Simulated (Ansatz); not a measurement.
# Ga36N36, 72 atoms: tuning a run for speed

Wanted: the time that a single point at PBE takes for Ga36N36, and which launch flags, input keys and shares of the machine shorten it.

Program: Ansatz 0.2.0 (single point, PBE, plane waves PAW). Host: AMD EPYC 7R13 (Zen 3), 96 cores, 96 hardware threads, 1656 GiB, 8 × H100 80GB HBM3, 81559 MiB; it was booked for these runs alone, one at a time. Each run is timed once from launch to exit, start-up included.

## Step 1: What is computed

The cell holds 72 atoms in 823 Å³, 3×3×2 copies of a database cell, with the atoms displaced at random so that no symmetry is left.

## Step 2: First run

Contents of input.yaml:

```yaml
crystal:
  lattice:
    - [9.566790, 0.000000, 0.000000]
    - [-4.783395, 8.285085, 0.000000]
    - [0.000000, 0.000000, 10.384714]
  atoms:
    - { symbol: Ga, position: [0.222618, 0.116338, 0.245955] }
    - { symbol: Ga, position: [0.115260, 0.221139, 0.498535] }
    - { symbol: "N", position: [0.230165, 0.111770, 0.437793] }
    - { symbol: "N", position: [0.114161, 0.226934, 0.187839] }
    - { symbol: Ga, position: [0.224681, 0.107040, 0.748129] }
    - { symbol: Ga, position: [0.109279, 0.216652, 0.993731] }
    - { symbol: "N", position: [0.215420, 0.110113, 0.937294] }
    - { symbol: "N", position: [0.109772, 0.222511, 0.682814] }
    - { symbol: Ga, position: [0.221890, 0.445440, 0.252435] }
    - { symbol: Ga, position: [0.107573, 0.553884, 0.491780] }
    - { symbol: "N", position: [0.220117, 0.435260, 0.432491] }
    - { symbol: "N", position: [0.115717, 0.546350, 0.191034] }
    - { symbol: Ga, position: [0.223593, 0.443138, 0.751311] }
    - { symbol: Ga, position: [0.113316, 0.559927, 0.998655] }
    - { symbol: "N", position: [0.219746, 0.441916, 0.934158] }
    - { symbol: "N", position: [0.110923, 0.552270, 0.692074] }
    - { symbol: Ga, position: [0.214406, 0.773205, 0.245871] }
    - { symbol: Ga, position: [0.102360, 0.896843, 0.490266] }
    - { symbol: "N", position: [0.221038, 0.775582, 0.444336] }
    - { symbol: "N", position: [0.102810, 0.893370, 0.185141] }
    - { symbol: Ga, position: [0.221573, 0.774972, 0.752009] }
    - { symbol: Ga, position: [0.106354, 0.888559, 1.000903] }
    - { symbol: "N", position: [0.229917, 0.767721, 0.943832] }
    - { symbol: "N", position: [0.115075, 0.886867, 0.689133] }
    - { symbol: Ga, position: [0.553607, 0.117996, 0.250349] }
    - { symbol: Ga, position: [0.443543, 0.221269, 0.498772] }
    - { symbol: "N", position: [0.554817, 0.107436, 0.445886] }
    - { symbol: "N", position: [0.436454, 0.207146, 0.187485] }
    - { symbol: Ga, position: [0.554943, 0.112668, 0.748754] }
    - { symbol: Ga, position: [0.443825, 0.223612, 1.003272] }
    - { symbol: "N", position: [0.553683, 0.109552, 0.945433] }
    - { symbol: "N", position: [0.446660, 0.218102, 0.696909] }
    - { symbol: Ga, position: [0.558800, 0.441982, 0.245018] }
    - { symbol: Ga, position: [0.445692, 0.552076, 0.495469] }
    - { symbol: "N", position: [0.550137, 0.442328, 0.442224] }
    - { symbol: "N", position: [0.442632, 0.549495, 0.190534] }
    - { symbol: Ga, position: [0.555830, 0.447973, 0.754171] }
    - { symbol: Ga, position: [0.443739, 0.554950, 0.999367] }
    - { symbol: "N", position: [0.550812, 0.447241, 0.943244] }
    - { symbol: "N", position: [0.445171, 0.554563, 0.686957] }
    - { symbol: Ga, position: [0.552292, 0.774416, 0.247998] }
    - { symbol: Ga, position: [0.440924, 0.887060, 0.493467] }
    - { symbol: "N", position: [0.557019, 0.777983, 0.433519] }
    - { symbol: "N", position: [0.434835, 0.888856, 0.192210] }
    - { symbol: Ga, position: [0.552489, 0.775758, 0.747353] }
    - { symbol: Ga, position: [0.447176, 0.885059, 1.003339] }
    - { symbol: "N", position: [0.554289, 0.781644, 0.938084] }
    - { symbol: "N", position: [0.443477, 0.882708, 0.685311] }
    - { symbol: Ga, position: [0.887797, 0.113869, 0.250486] }
    - { symbol: Ga, position: [0.774865, 0.223935, 0.503345] }
    - { symbol: "N", position: [0.888268, 0.109275, 0.436441] }
    - { symbol: "N", position: [0.781167, 0.224473, 0.184377] }
    - { symbol: Ga, position: [0.890457, 0.109104, 0.746648] }
    - { symbol: Ga, position: [0.782961, 0.225656, 0.996750] }
    - { symbol: "N", position: [0.889221, 0.113208, 0.935495] }
    - { symbol: "N", position: [0.777274, 0.225010, 0.681066] }
    - { symbol: Ga, position: [0.890258, 0.447533, 0.251484] }
    - { symbol: Ga, position: [0.772168, 0.556888, 0.496216] }
    - { symbol: "N", position: [0.891272, 0.446972, 0.438792] }
    - { symbol: "N", position: [0.774578, 0.553084, 0.191248] }
    - { symbol: Ga, position: [0.885131, 0.446517, 0.751512] }
    - { symbol: Ga, position: [0.776613, 0.565568, 0.999812] }
    - { symbol: "N", position: [0.897864, 0.436014, 0.929316] }
    - { symbol: "N", position: [0.781883, 0.558216, 0.686755] }
    - { symbol: Ga, position: [0.888665, 0.769821, 0.247119] }
    - { symbol: Ga, position: [0.773456, 0.887962, 0.502955] }
    - { symbol: "N", position: [0.889111, 0.779332, 0.435269] }
    - { symbol: "N", position: [0.775959, 0.889358, 0.186871] }
    - { symbol: Ga, position: [0.894177, 0.774116, 0.756826] }
    - { symbol: Ga, position: [0.773677, 0.893319, 0.996564] }
    - { symbol: "N", position: [0.895781, 0.778348, 0.939492] }
    - { symbol: "N", position: [0.780891, 0.886234, 0.683945] }
kpoints:
  mp_grid: { grid: [3, 3, 2] }
hamiltonian:
  xc: pbe
  pseudopotentials: { azcp: { folder: soft_1 } }
scf:
  occupations: { method: fixed }
output: { forces: true, stress: true }
```

On the command line:

```sh
$ ansatz run input.yaml --backend cuda --devices 1 --events-out ev --progress --plain --runs-dir out
```

## Step 3: Change: f 4

Edit input.yaml of step 2 so:

```diff
@@ -81,3 +81,3 @@
 hamiltonian:
-  xc: pbe
+  xc: r2scan
   pseudopotentials: { azcp: { folder: soft_1 } }
```

## Step 4: Change: f 8

Edit input.yaml of step 3 so:

```diff
@@ -81,6 +81,7 @@
 hamiltonian:
-  xc: r2scan
-  pseudopotentials: { azcp: { folder: soft_1 } }
+  xc: pbe
+  pseudopotentials: { kind: paw_fr, azcp: { folder: soft_1 } }
+magnetization: { noncollinear: true, spin_orbit: true }
 scf:
   occupations: { method: fixed }
-output: { forces: true, stress: true }
+output: { eigenvalues: true }
```

## Step 5: Change: f 20

Edit input.yaml of step 4 so:

```diff
@@ -82,6 +82,5 @@
   xc: pbe
-  pseudopotentials: { kind: paw_fr, azcp: { folder: soft_1 } }
-magnetization: { noncollinear: true, spin_orbit: true }
+  pseudopotentials: { kind: all_electron, lapw: {} }
 scf:
   occupations: { method: fixed }
-output: { eigenvalues: true }
+output: { forces: true, stress: true }
```

## Step 6: Change: f 30

Edit input.yaml of step 5 so:

```diff
@@ -81,4 +81,4 @@
 hamiltonian:
-  xc: pbe
-  pseudopotentials: { kind: all_electron, lapw: {} }
+  xc: hse06
+  pseudopotentials: { azcp: { folder: soft_1 } }
 scf:
```

## Step 7: Change: f 30

Edit input.yaml of step 6 so:

```diff
@@ -81,3 +81,3 @@
 hamiltonian:
-  xc: hse06
+  xc: pbe0
   pseudopotentials: { azcp: { folder: soft_1 } }
```

(Steps that only read results are left out.)

**Question.** How long do these runs take on this host, and what pays? Wanted: reference; best change; worst change.

**Answer**, as computed:

```
    quantity                       value
   reference  3.1 s on 1 GPU, 48 threads
 best change       none beyond the noise
worst change      f 30: 22 times as slow
```

**Reading.** Changes under about 10 % are taken as noise (0.3 s of jitter at start-up on so short a run). No change beats the defaults here. f 30 costs most. No result came from: f 20 (time limit). The figures hold for this build, input and host.
